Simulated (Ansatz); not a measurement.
# C₂H₈FInS: ionisation energy by level of theory

How much energy removes an electron from C₂H₈FInS at fixed geometry? The cation is run at each level and the neutral's energy taken from earlier runs.

Method: unrestricted cation, the program's frozen cores in correlated methods; program: Ansatz 0.2.0, Gaussian basis.

Plan: UKS PBE-D4/def2-TZVPP; UKS r2SCAN-D4/def2-TZVPP; UKS PBE0-D4/def2-TZVPP; UKS B3LYP-D4/def2-TZVPP; UKS wB97X-V/def2-TZVPP; UKS wB97M-V/def2-TZVPP; UKS B2PLYP/def2-TZVPP; UHF-CCSD(T)/def2-TZVPP; UHF-MP2/def2-QZVPP; extrapolation to the limit; then −ε(HOMO) from the neutral's earlier runs with LDA (SPW92), PBE-D4, revPBE-D4, BLYP-D4, r2SCAN-D4, B97M-V, PBE0-D4, B3LYP-D4, r2SCANh-D4, r2SCAN0-D4, HSE06-D4, BHLYP-D4, CAM-B3LYP-D4, LC-ωPBE, ωB97X-V, ωB97M-V.

**1. Structure used throughout**

The geometry comes from an earlier relaxation with PBE0-D4 in a triple-zeta def2 set; it is a stationary point, not always the lowest conformer. In takes the def2 core potential; no spin-orbit term is included.

13 atoms, charge 0, spin multiplicity 1.

Atoms are counted from 1 here; the program's logs count them from 0.

Bond lengths: C1–In2 2.137 Å, C1–H6 1.091 Å, C1–H7 1.091 Å, C1–H8 1.090 Å, In2–C3 2.135 Å, In2–S5 2.498 Å, C3–H9 1.091 Å, C3–H10 1.090 Å, C3–H11 1.091 Å, F4–H12 0.967 Å, S5–H13 1.343 Å. Angles: In2–C1–H6 109.7°, In2–C1–H7 108.5°, In2–C1–H8 111.6°, H6–C1–H7 108.7°, H6–C1–H8 109.1°, H7–C1–H8 109.2°, C1–In2–C3 139.0°, C1–In2–S5 111.1°, C3–In2–S5 109.4°, In2–C3–H9 108.6°, In2–C3–H10 111.6°, In2–C3–H11 109.6°, H9–C3–H10 109.2°, H9–C3–H11 108.6°, H10–C3–H11 109.1°, In2–S5–H13 94.4°.

Coordinates:

```
C    -1.3010   -1.2392    1.1055
In    0.2189   -0.1702    0.0495
C     1.5781   -0.4791   -1.5683
F    -1.1815    1.7016   -0.9745
S     0.7641    1.9818    1.1938
H    -0.9835   -1.4084    2.1355
H    -2.2083   -0.6337    1.1141
H    -1.5159   -2.1991    0.6365
H     1.4912    0.3592   -2.2606
H     1.3647   -1.4067   -2.0990
H     2.5998   -0.5121   -1.1870
H    -0.6610    2.1573   -0.2989
H    -0.1450    1.8143    2.1683
```

**2. Cation, UKS PBE-D4/def2-TZVPP**

in.yaml reads:

```yaml
crystal:
  periodic: [false, false, false]
  atoms:
    - {symbol: C, position_ang: [-1.301021, -1.239209, 1.105522]}
    - {symbol: In, position_ang: [0.218866, -0.170203, 0.049465]}
    - {symbol: C, position_ang: [1.578097, -0.479126, -1.568269]}
    - {symbol: F, position_ang: [-1.181546, 1.701551, -0.974511]}
    - {symbol: S, position_ang: [0.764143, 1.981828, 1.193757]}
    - {symbol: H, position_ang: [-0.983461, -1.408416, 2.135469]}
    - {symbol: H, position_ang: [-2.208326, -0.633682, 1.114051]}
    - {symbol: H, position_ang: [-1.515875, -2.199139, 0.636468]}
    - {symbol: H, position_ang: [1.491196, 0.359201, -2.260577]}
    - {symbol: H, position_ang: [1.364662, -1.406732, -2.098954]}
    - {symbol: H, position_ang: [2.599792, -0.512134, -1.187039]}
    - {symbol: H, position_ang: [-0.660983, 2.157280, -0.298887]}
    - {symbol: H, position_ang: [-0.145043, 1.814279, 2.168303]}
basis:
  gaussian: {orbitals: def2-TZVPP}
total_charge: 1
magnetization: {spin_polarized: true, initial_magnetization: 1}
hamiltonian: {xc: pbe, dispersion: d4}
```

After this run come: Cation, UKS r2SCAN-D4/def2-TZVPP; Cation, UKS PBE0-D4/def2-TZVPP; Cation, UKS B3LYP-D4/def2-TZVPP; Cation, UKS wB97X-V/def2-TZVPP; Cation, UKS wB97M-V/def2-TZVPP; Cation, UKS B2PLYP (frozen core)/def2-TZVPP; Cation, UHF-CCSD(T)/def2-TZVPP; Cation, UHF-MP2/def2-QZVPP.

Before running them: what should the planned runs give, taken together? Wanted: ionisation energy, CCSD(T)/CBS; nearest functional by difference; nearest −ε(HOMO); −ε(HOMO) of PBE; T1 of the cation.

**Answer**, as computed:

| quantity | value |
| --- | --- |
| ionisation energy, CCSD(T)/CBS | 9.82 eV |
| nearest functional by difference | ωB97X-V (-0.11 eV) |
| nearest −ε(HOMO) | ωB97X-V (+0.05 eV) |
| −ε(HOMO) of PBE | 6.35 eV |
| T1 of the cation | 0.019 |

By cation minus neutral, the functionals miss by 0.71 eV at most. −ε(HOMO) of PBE misses by 3.5 eV, since self-interaction lifts the level. Among orbital estimates ωB97X-V comes nearest. Hartree-Fock falls 1.22 eV short, as the neutral has more correlation energy than the cation. The cation may have settled in a state other than its lowest; no search over hole states beyond the program's own was made. Correlated methods include outer-core shells of In, which these sets cover unevenly. With outer-core shells in play the reference is unsure by up to some tenths of an eV, so close misses can't be ranked.
